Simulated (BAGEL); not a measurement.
# One shape, several levels: BPNH4Cl (SMILES NB(P)Cl)

We compute a comparison of 4 runs (B3LYP/6-31G*, B3LYP/cc-pVDZ, PBE0/cc-pVDZ, RI-MP2/cc-pVDZ) of BPNH4Cl. 

The results are computed with BAGEL 1.2.2.

### Step 1. The structure to begin with

BPNH4Cl has 8 atoms, charge 0, and is taken as a singlet. As SMILES, `NB(P)Cl`. Geometry: relaxed at GFN2-xTB. This is one conformer, not always the lowest.

Bond lengths: N1–B2 1.383 Å, B2–P3 1.920 Å, B2–Cl4 1.734 Å, N1–H5 1.007 Å, N1–H6 1.008 Å, P3–H7 1.384 Å, P3–H8 1.382 Å. Angles: N1–B2–P3 122.1°, N1–B2–Cl4 118.2°, P3–B2–Cl4 119.5°, B2–N1–H5 123.7°, B2–N1–H6 123.1°, B2–P3–H7 96.6°, B2–P3–H8 96.6°, H5–N1–H6 113.2°, H7–P3–H8 93.8°.

### Step 2. The energy at B3LYP/6-31G(d) (density fitting with qzvpp-jkfit, spherical functions) (run 1)

Input file calc.json:

```json
{ "bagel" : [

{
  "title" : "molecule",
  "basis" : "6-31gs.json",
  "df_basis" : "qzvpp-jkfit",
  "angstrom" : "true",
  "geometry" : [
    { "atom" : "N", "xyz" : [   -0.195810,    1.281380,   -0.285280 ] },
    { "atom" : "B", "xyz" : [   -0.517610,   -0.048610,   -0.083010 ] },
    { "atom" : "P", "xyz" : [    0.532930,   -1.191280,    1.046810 ] },
    { "atom" : "Cl", "xyz" : [   -1.981160,   -0.655140,   -0.789140 ] },
    { "atom" : "H", "xyz" : [    0.620080,    1.723810,    0.104860 ] },
    { "atom" : "H", "xyz" : [   -0.772560,    1.911540,   -0.819640 ] },
    { "atom" : "H", "xyz" : [    1.770760,   -0.737810,    0.624340 ] },
    { "atom" : "H", "xyz" : [    0.543380,   -2.283880,    0.201050 ] }
  ]
},
{
  "title" : "ks",
  "xc_func" : "b3lyp",
  "charge" : 0
},
{
  "title" : "print",
  "file" : "orbitals.molden",
  "orbitals" : "true"
}

]}
```

The basis set 6-31G* is read from a file made from the Basis Set Exchange's data (not shown).

Launch:

```console
$ BAGEL_NUM_THREADS=1 BAGEL calc.json > calc.out
```

Log:

```text
* using 1 threads per process

  ===============================================================
  ===============================================================

  *** Geometry ***

  { "atom" : "N", "xyz" : [     -0.370027,      2.421457,     -0.539101 ] },
  { "atom" : "B", "xyz" : [     -0.978141,     -0.091860,     -0.156866 ] },
  { "atom" : "P", "xyz" : [      1.007092,     -2.251193,      1.978184 ] },
  { "atom" : "Cl", "xyz" : [     -3.743850,     -1.238035,     -1.491258 ] },
  { "atom" : "H", "xyz" : [      1.171781,      3.257529,      0.198157 ] },
  { "atom" : "H", "xyz" : [     -1.459927,      3.612287,     -1.548895 ] },
  { "atom" : "H", "xyz" : [      3.346251,     -1.394259,      1.179832 ] },
  { "atom" : "H", "xyz" : [      1.026839,     -4.315908,      0.379929 ] },

  Number of auxiliary basis functions:      480

  Since a DF basis is specified, we compute 2- and 3-index integrals:
    o Being stored without compression. Storage requirement is 0.020 GB

  Number of basis functions:       72
  Number of electrons      :       48

    * METHOD: MOLECULE                             0.24

  *** Kohn-Sham DFT ***

    * Removing 14801 points whose weight is below 1.00e-10
    * Grid points: 104447

  === Nuclear Repulsion ===
   187.6013351589

       - DIIS with orbital gradients will be used.

  === KS iteration (b3lyp / 6-31gs.json) ===
      0       -833.74329908          0.14202307           0.30
      1       -735.53541745          0.18447793           0.29
      2       -805.23124314          0.08439466           0.29
      3       -856.39807846          0.12275302           0.28
      4       -861.19756172          0.10596076           0.29
      5       -861.40375388          0.11165130           0.29
      6       -860.90542195          0.11584946           0.29
      7       -861.94881592          0.12045065           0.29
      8       -808.03836053          0.11206660           0.29
      9       -871.67219497          0.10327322           0.29
     10       -868.76748118          0.12791237           0.29
     11       -867.13613982          0.11841759           0.29
     12       -864.77879658          0.10795956           0.28
     13       -870.93908178          0.11573097           0.28
     14       -806.85644102          0.12385590           0.29
     15       -870.47416950          0.11254514           0.28
[... 41 lines of this table left out ...]
     57       -883.63521025          0.00003436           0.29
     58       -883.63521090          0.00000588           0.29
     59       -883.63521092          0.00000293           0.29
     60       -883.63521092          0.00000134           0.29
     61       -883.63521092          0.00000071           0.29
     62       -883.63521092          0.00000014           0.29
     63       -883.63521092          0.00000003           0.29
     64       -883.63521092          0.00000001           0.29
    * SCF iteration converged.

    * Permanent dipole moment:
           (   -0.576150,    -0.985641,     0.328808) a.u.

    * METHOD: KS                                  19.19

    * METHOD: PRINT                                0.01

  ===============================================================
```

Wall time 20 s (1 thread of Arm Neoverse V1, shared host); peak memory 0.39 GiB.

### Step 3. The energy at B3LYP/cc-pVDZ (density fitting with qzvpp-jkfit) (run 2)

Input file job.json:

```json
{ "bagel": [

{
  "title": "molecule",
  "basis": "cc-pvdz.json",
  "df_basis": "qzvpp-jkfit",
  "angstrom": "true",
  "geometry": [
    { "atom": "N", "xyz": [   -0.195810,    1.281380,   -0.285280 ] },
    { "atom": "B", "xyz": [   -0.517610,   -0.048610,   -0.083010 ] },
    { "atom": "P", "xyz": [    0.532930,   -1.191280,    1.046810 ] },
    { "atom": "Cl", "xyz": [   -1.981160,   -0.655140,   -0.789140 ] },
    { "atom": "H", "xyz": [    0.620080,    1.723810,    0.104860 ] },
    { "atom": "H", "xyz": [   -0.772560,    1.911540,   -0.819640 ] },
    { "atom": "H", "xyz": [    1.770760,   -0.737810,    0.624340 ] },
    { "atom": "H", "xyz": [    0.543380,   -2.283880,    0.201050 ] }
  ]
},
{
  "title": "ks",
  "xc_func": "b3lyp"
},
{
  "title": "print",
  "file": "orbitals.molden",
  "orbitals": "true"
}

]}
```

The basis set cc-pVDZ is read from a file made from the Basis Set Exchange's data (not shown).

Launch:

```console
$ BAGEL_NUM_THREADS=1 BAGEL job.json > job.out
```

Log:

```text
* using 1 threads per process

  ===============================================================
  ===============================================================

  *** Geometry ***

  { "atom" : "N", "xyz" : [     -0.370027,      2.421457,     -0.539101 ] },
  { "atom" : "B", "xyz" : [     -0.978141,     -0.091860,     -0.156866 ] },
  { "atom" : "P", "xyz" : [      1.007092,     -2.251193,      1.978184 ] },
  { "atom" : "Cl", "xyz" : [     -3.743850,     -1.238035,     -1.491258 ] },
  { "atom" : "H", "xyz" : [      1.171781,      3.257529,      0.198157 ] },
  { "atom" : "H", "xyz" : [     -1.459927,      3.612287,     -1.548895 ] },
  { "atom" : "H", "xyz" : [      3.346251,     -1.394259,      1.179832 ] },
  { "atom" : "H", "xyz" : [      1.026839,     -4.315908,      0.379929 ] },

  Number of auxiliary basis functions:      480

  Since a DF basis is specified, we compute 2- and 3-index integrals:
    o Being stored without compression. Storage requirement is 0.027 GB

  Number of basis functions:       84
  Number of electrons      :       48

    * METHOD: MOLECULE                             0.24

  *** Kohn-Sham DFT ***

    * Removing 14801 points whose weight is below 1.00e-10
    * Grid points: 104447

  === Nuclear Repulsion ===
   187.6013351589

       - DIIS with orbital gradients will be used.

  === KS iteration (b3lyp / cc-pvdz.json) ===
      0       -860.85072317          0.09164497           0.36
      1       -839.58021084          0.15769026           0.34
      2       -830.48725253          0.11366716           0.34
      3       -859.42458701          0.10892184           0.33
      4       -881.98966135          0.04895132           0.33
      5       -883.03030559          0.03420898           0.34
      6       -883.66246535          0.00669667           0.34
      7       -883.67466398          0.00486125           0.34
      8       -883.68919188          0.00167464           0.34
      9       -883.69030665          0.00092250           0.34
     10       -883.69107368          0.00007934           0.34
     11       -883.69107647          0.00004809           0.34
     12       -883.69107806          0.00000676           0.34
     13       -883.69107808          0.00000330           0.34
     14       -883.69107809          0.00000051           0.34
     15       -883.69107809          0.00000017           0.34
     16       -883.69107809          0.00000016           0.34
     17       -883.69107809          0.00000002           0.34
     18       -883.69107809          0.00000001           0.34
    * SCF iteration converged.

    * Permanent dipole moment:
           (   -0.502308,    -0.943292,     0.269401) a.u.

    * METHOD: KS                                   7.04

    * METHOD: PRINT                                0.02

  ===============================================================
```

It took 7.5 s on 1 thread of Arm Neoverse V1, shared host; peak memory 0.43 GiB.

Run 3 isn't shown in full; the table further down has it.

### Step 4. A single-point energy at RI-MP2/cc-pVDZ (density fitting with qzvpp-jkfit) (run 4)

Input file input.json:

```json
{ "bagel" : [

{
  "title" : "molecule",
  "basis" : "cc-pvdz.json",
  "df_basis" : "qzvpp-jkfit",
  "angstrom" : true,
  "geometry" : [
    { "atom" : "N", "xyz" : [   -0.195810,    1.281380,   -0.285280 ] },
    { "atom" : "B", "xyz" : [   -0.517610,   -0.048610,   -0.083010 ] },
    { "atom" : "P", "xyz" : [    0.532930,   -1.191280,    1.046810 ] },
    { "atom" : "Cl", "xyz" : [   -1.981160,   -0.655140,   -0.789140 ] },
    { "atom" : "H", "xyz" : [    0.620080,    1.723810,    0.104860 ] },
    { "atom" : "H", "xyz" : [   -0.772560,    1.911540,   -0.819640 ] },
    { "atom" : "H", "xyz" : [    1.770760,   -0.737810,    0.624340 ] },
    { "atom" : "H", "xyz" : [    0.543380,   -2.283880,    0.201050 ] }
  ]
},
{
  "title" : "hf"
},
{
  "title" : "mp2",
  "ncore" : 12
}

]}
```

The basis set cc-pVDZ is read from a file made from the Basis Set Exchange's data (not shown).

Launch:

```console
$ BAGEL_NUM_THREADS=1 BAGEL input.json > input.out
```

Log:

```text
* using 1 threads per process

  ===============================================================
  ===============================================================

  *** Geometry ***

  { "atom" : "N", "xyz" : [     -0.370027,      2.421457,     -0.539101 ] },
  { "atom" : "B", "xyz" : [     -0.978141,     -0.091860,     -0.156866 ] },
  { "atom" : "P", "xyz" : [      1.007092,     -2.251193,      1.978184 ] },
  { "atom" : "Cl", "xyz" : [     -3.743850,     -1.238035,     -1.491258 ] },
  { "atom" : "H", "xyz" : [      1.171781,      3.257529,      0.198157 ] },
  { "atom" : "H", "xyz" : [     -1.459927,      3.612287,     -1.548895 ] },
  { "atom" : "H", "xyz" : [      3.346251,     -1.394259,      1.179832 ] },
  { "atom" : "H", "xyz" : [      1.026839,     -4.315908,      0.379929 ] },

  Number of auxiliary basis functions:      480

  Since a DF basis is specified, we compute 2- and 3-index integrals:
    o Being stored without compression. Storage requirement is 0.027 GB

  Number of basis functions:       84
  Number of electrons      :       48

    * METHOD: MOLECULE                             0.24

  *** RHF ***

  === Nuclear Repulsion ===
   187.6013351589

      * DIIS with orbital gradients will be used.

  === RHF iteration (cc-pvdz.json) ===
      0       -881.59481251          0.01631910           0.07
      1       -881.74911024          0.00988846           0.07
      2       -881.80024443          0.00155813           0.07
      3       -881.80259090          0.00030088           0.07
      4       -881.80270162          0.00008824           0.07
      5       -881.80271325          0.00002506           0.07
      6       -881.80271414          0.00000627           0.07
      7       -881.80271420          0.00000204           0.07
      8       -881.80271421          0.00000092           0.07
      9       -881.80271421          0.00000024           0.07
     10       -881.80271421          0.00000008           0.07
     11       -881.80271421          0.00000003           0.07
     12       -881.80271421          0.00000001           0.07
    * SCF iteration converged.

    * Permanent dipole moment:
           (   -0.557077,    -0.935150,     0.263490) a.u.

    * METHOD: HF                                   1.04

  *** RHF ***

  === Nuclear Repulsion ===
   187.6013351589

      * DIIS with orbital gradients will be used.

  === RHF iteration (cc-pvdz.json) ===
      0       -881.80271421          0.00000000           0.06
    * SCF iteration converged.

    * Permanent dipole moment:
           (   -0.557078,    -0.935151,     0.263491) a.u.

  === DF-MP2 calculation ===

    * freezing 12 orbitals
    * 3-index integral transformation done
    * assembly done

      MP2 correlation energy:   -0.5115773635      0.03

      MP2 total energy:       -882.3142915703

    * METHOD: MP2                                  0.18

  ===============================================================
```

Run time: 1.6 s. Hardware: 1 thread of Arm Neoverse V1, shared host.

### Step 5. All runs side by side

```
run                                                                 level  frozen core orbitals  energy (Eh)  dipole moment (D)  HOMO energy (eV)  LUMO energy (eV)  wall time
  1  B3LYP/6-31G* (density fitting with qzvpp-jkfit, spherical functions)                     –  -883.635211               3.02             -6.89              0.20       20 s
  2                      B3LYP/cc-pVDZ (density fitting with qzvpp-jkfit)                     –  -883.691078               2.80             -6.89              0.21      7.5 s
  3                       PBE0/cc-pVDZ (density fitting with qzvpp-jkfit)                     –  -883.278606               2.88             -7.16              0.35      7.2 s
  4                     RI-MP2/cc-pVDZ (density fitting with qzvpp-jkfit)                    12  -882.314292                  –                 –                 –      1.6 s
```

### Step 6. Outcome

```
                                           quantity          value
                                run 4: total energy  -882.31429 Eh
run 4: correlation energy (12 core orbitals frozen)     -511.6 mEh
```

What this shows: Over runs 1, 2, 3 the dipole moment (its size) runs from 2.80 D (B3LYP/cc-pVDZ) to 3.02 D (B3LYP/6-31G*). Over runs 1, 2, 3 the HOMO–LUMO gap runs from 7.09 eV (B3LYP/6-31G*) to 7.51 eV (PBE0/cc-pVDZ). The two ends differ in method and basis. Totals of different functionals can't be ranked against each other. All runs together took 36 s, the longest 20 s.
